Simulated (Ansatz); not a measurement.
# FH4NSi: the cost of one run

Program: Ansatz 0.2.0, Gaussian basis. Level of theory: PBE0-D4/def2-TZVP structures, single points in def2-TZVPP, no counterpoise correction. These are calculated values, not measurements.

Levels: SPW92, PBE-D4, BLYP-D4, r2SCAN-D4, B97M-V, PBE0-D4, B3LYP-D4, r2SCAN0-D4, BHLYP-D4, CAM-B3LYP-D4, wB97X-V, wB97M-V, B2PLYP, PBE-QIDH, RPA on PBE, Hartree-Fock, MP2, CCSD, CCSD(T).

Correlated methods freeze the cores. B3LYP uses VWN-RPA correlation. B2PLYP carries no dispersion term here.

94 further runs of the same task are left out: 94 set aside as unsound or not needed.

**1. The starting structure**

The complex: 12 atoms, charge 0, spin multiplicity 1.

Atoms are counted from 1 here; the program's logs count them from 0.

Bond lengths: Si1–F2 1.606 Å, Si1–H3 1.480 Å, Si1–H4 1.479 Å, Si1–N5 1.695 Å, N5–H8 1.006 Å, N5–H9 1.007 Å, H6–C7 1.090 Å, C7–H10 1.090 Å, C7–H11 1.090 Å, C7–H12 1.091 Å. Angles: F2–Si1–H3 105.9°, F2–Si1–H4 105.6°, F2–Si1–N5 114.6°, H3–Si1–H4 113.9°, H3–Si1–N5 108.2°, H4–Si1–N5 108.7°, Si1–N5–H8 121.7°, Si1–N5–H9 121.5°, H8–N5–H9 111.9°, H6–C7–H10 109.6°, H6–C7–H11 109.5°, H6–C7–H12 109.7°, H10–C7–H11 109.1°, H10–C7–H12 109.9°, H11–C7–H12 109.0°.

Geometry (Å):

```xyz
12

Si   -1.5264   -0.6988    0.6728
F    -0.9983   -1.8928   -0.2627
H    -2.5773   -1.2902    1.5303
H    -2.0237    0.3426   -0.2521
N    -0.3453   -0.0154    1.6785
H     1.0466   -0.3368   -1.4224
C     1.4304    0.6827   -1.4401
H    -0.0534   -0.4624    2.5315
H     0.3657    0.5966    1.3132
H     2.1899    0.8016   -0.6666
H     1.8771    0.8866   -2.4126
H     0.6146    1.3862   -1.2697
```

Its parts: FH₄NSi holds atoms 1, 2, 3, 4, 5, 8, 9; CH₄ holds atoms 6, 7, 10, 11, 12. Each part counts its atoms afresh in its own runs.

**2. Relaxing FH₄NSi alone**

relax-a/in.yaml

```yaml
crystal:
  periodic: [false, false, false]
  atoms:
    - {symbol: Si, position_ang: [-1.526443, -0.698796, 0.672842]}
    - {symbol: F, position_ang: [-0.998313, -1.892754, -0.262685]}
    - {symbol: H, position_ang: [-2.577342, -1.290173, 1.530283]}
    - {symbol: H, position_ang: [-2.023659, 0.342643, -0.252107]}
    - {symbol: N, position_ang: [-0.345284, -0.015429, 1.678527]}
    - {symbol: H, position_ang: [-0.053351, -0.462410, 2.531535]}
    - {symbol: H, position_ang: [0.365693, 0.596555, 1.313165]}
basis:
  gaussian: {orbitals: def2-TZVP}
hamiltonian: {xc: pbe0, dispersion: d4}
relax: {f_tol: 0.005, max_steps: 200}
```

Started as:

```
> ansatz run in.yaml --threads 4 --pin off --events-out ev --progress --plain --max-ram 9574MiB
```

**Question.** How long does this run take on 4 threads of Arm Neoverse V1, shared host?

About 6 s.
